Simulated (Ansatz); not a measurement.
I need a rigid torsion scan of C3H7NSi, SMILES C#C[SiH2]CN. Use Ansatz 0.2.0 through its Python package. Use (for the species named): PBE0, def2-SVP basis, multiplicity 1.

```yaml
atoms:
  - { symbol: C, position_ang: [-2.2215, 0.8546, 1.5329] }
  - { symbol: C, position_ang: [-1.3537, 0.1890, 1.2115] }
  - { symbol: Si, position_ang: [0.0584, -0.9165, 0.7186] }
  - { symbol: C, position_ang: [0.8412, -0.4520, -0.9693] }
  - { symbol: N, position_ang: [1.2779, 0.9068, -1.0448] }
  - { symbol: H, position_ang: [-3.0856, 1.5423, 1.7999] }
  - { symbol: H, position_ang: [1.1839, -0.8322, 1.7704] }
  - { symbol: H, position_ang: [-0.3387, -2.3120, 0.6926] }
  - { symbol: H, position_ang: [1.5856, -1.1323, -1.1757] }
  - { symbol: H, position_ang: [-0.0153, -0.5884, -1.6953] }
  - { symbol: H, position_ang: [0.4996, 1.5743, -0.8571] }
  - { symbol: H, position_ang: [1.6451, 1.1113, -1.9496] }
```

`torsion.py`:
```python
from dataclasses import dataclass
import logging
import sys

import ansatz as az
from ase import Atoms

logging.basicConfig(stream=sys.stdout, format="%(name)s: %(message)s")
logger = logging.getLogger("c3h7nsi")
logger.setLevel(logging.INFO)


@dataclass
class RunConfig:
    basis: str = "def2-SVP"
    functional: str = "pbe0"
    fmax: float = 0.02
    method: str = "MP2"


opts = RunConfig()

atoms = Atoms(["C", "C", "Si", "C", "N", "H", "H", "H", "H", "H", "H", "H"], positions=[
    (-2.2215, 0.8546, 1.5329),
    (-1.3537, 0.189, 1.2115),
    (0.0584, -0.9165, 0.7186),
    (0.8412, -0.452, -0.9693),
    (1.2779, 0.9068, -1.0448),
    (-3.0856, 1.5423, 1.7999),
    (1.1839, -0.8322, 1.7704),
    (-0.3387, -2.312, 0.6926),
    (1.5856, -1.1323, -1.1757),
    (-0.0153, -0.5884, -1.6953),
    (0.4996, 1.5743, -0.8571),
    (1.6451, 1.1113, -1.9496),
])

first = (
    az.Crystal.molecule_from_ase(atoms).calculation()
    .basis(gaussian=opts.basis)
    .functional(opts.functional)
    .relax(force_tolerance=opts.fmax, max_steps=80)
)
atoms.positions = first.run(threads=1).report["positions_ang"]

start = atoms.get_dihedral(2, 3, 4, 10)
energies = {}
for turn in range(0, 360, 40):
    turned = atoms.copy()
    turned.set_dihedral(2, 3, 4, 10, start + turn, indices=[4, 10, 11])
    base = (
        az.Crystal.molecule_from_ase(turned).calculation()
        .basis(gaussian=opts.basis)
        .correlation(opts.method)
    )
    energies[round((start + turn) % 360)] = base.run(threads=1).report["free_energy_ev"]
floor = min(energies.values())
logger.info("dihedral Si2-C3-N4-H10 (deg)   E - E(min) (eV)")
for angle, e in sorted(energies.items()):
    logger.info(f"{angle:8d} {(e - floor):14.3f}  " + "#" * int(30 * (e - floor) / max(max(energies.values()) - floor, 1e-9)))
```

```console
$ python torsion.py
c3h7nsi: dihedral Si2-C3-N4-H10 (deg)   E - E(min) (eV)
c3h7nsi:       18          0.205  #############################
c3h7nsi:       58          0.114  ################
c3h7nsi:       98          0.173  ########################
c3h7nsi:      138          0.212  ##############################
c3h7nsi:      178          0.150  #####################
c3h7nsi:      218          0.190  ##########################
c3h7nsi:      258          0.110  ###############
c3h7nsi:      298          0.000
c3h7nsi:      338          0.134  ###################
```

Caveats:
- The scan is rigid and the energies are electronic, in a modest basis. With rigid groups the curve can differ much from the relaxed path, the start wasn't checked as a minimum of this torsion, and equivalent turns needn't return to the same energy.
- The start is relaxed with a density functional and scanned with the wavefunction method, so it isn't exactly that method's minimum.
- Hardware and time: 75 s on 1 thread of Arm Neoverse V1 (shared host), peak memory 0.31 GiB.
